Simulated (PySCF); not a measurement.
**MoO2Me2: geometry, NMR shifts and electronic excitations**

What NMR shifts and electronic excitations should MoO2Me2 (`[CH3][Mo]([CH3])(=[O])=[O]`) show?

The runs use PySCF 2.14.0, with density-fitted response routines of our own; the level of theory stands in each step. All values are computed, except where a source is named. Atoms count from 0, in the outputs and in this text.

### 1 The starting structure

11 atoms, charge 0, multiplicity 1; geometry from: GFN2-xTB.

Bonds of the start (Å): Mo0–O1 1.64, Mo0–O2 1.64, Mo0–C3 2.13, Mo0–C7 2.13, C3–H4 1.10, C3–H5 1.11, C3–H6 1.10, C7–H8 1.11, C7–H9 1.10, C7–H10 1.10.

### 2 Geometry optimisation at PBE0-D3(BJ)/def2-SVP

The job: settings as JSON, then the geometry in Å.

```
{"job": {"xc": "PBE0", "basis": "def2-SVP", "d3": "d3bj", "grid": 1, "maxiter": 40, "kind": "geom"}, "charge": 0, "multiplicity": 1}
Mo     0.813120     0.002010     0.563150
O      0.564620     0.017270     2.180080
O      2.237960    -0.008360    -0.240680
C     -0.278090     1.666720    -0.201800
H      0.042200     2.659550     0.137030
H     -1.340060     1.576300     0.093440
H     -0.236990     1.695290    -1.303990
C     -0.280780    -1.668700    -0.184150
H     -0.386760    -1.573440    -1.280940
H     -1.294680    -1.708220     0.249330
H      0.159450    -2.658420    -0.011460
```

Run with:

```bash
OMP_NUM_THREADS=1 python probes_run.py task.json out
```

This one command runs all jobs of the session in turn.

**Question.** This job is followed by: GIAO PBE0/pcSseg-1 Mo:def2-TZVP NMR shielding, non-relativistic, gas phase; TDDFT CAM-B3LYP/def2-SVPD, vertical, gas phase, core orbitals frozen in the response; GIAO KT2/pcSseg-1 Mo:def2-TZVP NMR shielding, non-relativistic, gas phase. Predict these results of the whole session: rotational constants (main isotopes); 13C shifts against TMS (PBE0/def2-TZVP+pcSseg-1, means over atoms taken as alike); 1H shifts against TMS (PBE0/def2-TZVP+pcSseg-1, means over atoms taken as alike); 17O shifts against H2O (PBE0/def2-TZVP+pcSseg-1, means over atoms taken as alike); surface potential, 1st and 99th percentile; lowest singlet (CAM-B3LYP/def2-SVPD); brightest single state of those computed; lowest triplet; vertical ionisation energy (ΔSCF); vertical electron affinity (ΔSCF); range of the shift of O1.

The runs gave:

```
                                                                         quantity                        value
                                             rotational constants (main isotopes)         3.66, 3.10, 2.89 GHz
13C shifts against TMS (PBE0/def2-TZVP+pcSseg-1, means over atoms taken as alike)                     32.6 ppm
 1H shifts against TMS (PBE0/def2-TZVP+pcSseg-1, means over atoms taken as alike)                     1.36 ppm
17O shifts against H2O (PBE0/def2-TZVP+pcSseg-1, means over atoms taken as alike)                   1041.9 ppm
                                            surface potential, 1st and 99th percentile           -1.35 V and 1.88 V
                                             lowest singlet (CAM-B3LYP/def2-SVPD)  4.10 eV (302 nm), f = 0.004
                                         brightest single state of those computed  state 3, 4.97 eV, f = 0.018
                                                                   lowest triplet                      3.79 eV
                                                vertical ionisation energy (ΔSCF)                     10.88 eV
                                                vertical electron affinity (ΔSCF)                      1.21 eV
                                                         range of the shift of O1          946.0 to 1041.9 ppm
```

What this shows: The optimisation took 7 steps and gained 0.659 eV; among the close pairs (by a distance rule), Mo0–C3 changed most, from 2.132 to 2.096 Å. At PBE0/def2-TZVP+pcSseg-1: The widest tensor belongs to O1, O2: span 891 ppm, with a paramagnetic part of -1110 ppm. By nearest atom (PBE0/def2-TZVP+pcSseg-1), the HOMO sits on C3, C7 about 18 % each; O1, O2 about 17 % each and the LUMO on Mo0 58 %; O1, O2 about 10 % each. The first singlet state (HOMO→LUMO 0.98) lies at 4.10 eV and is weak; of the 10 states computed, the strongest absorption comes from state 3 at 4.97 eV. The lowest triplet lies 0.31 eV below the lowest singlet (triplets in Tamm-Dancoff, singlets in full TDDFT). ΔSCF puts the ionisation energy at 10.88 eV, 0.76 eV above −ε(HOMO). Across the 2 runs the shift of O1 (with its like atoms) moves most, between 946.0 (KT2/def2-TZVP+pcSseg-1) and 1041.9 ppm (PBE0/def2-TZVP+pcSseg-1). Spin-orbit coupling is left out, which matters for shieldings and couplings at and beside the heavy atoms.
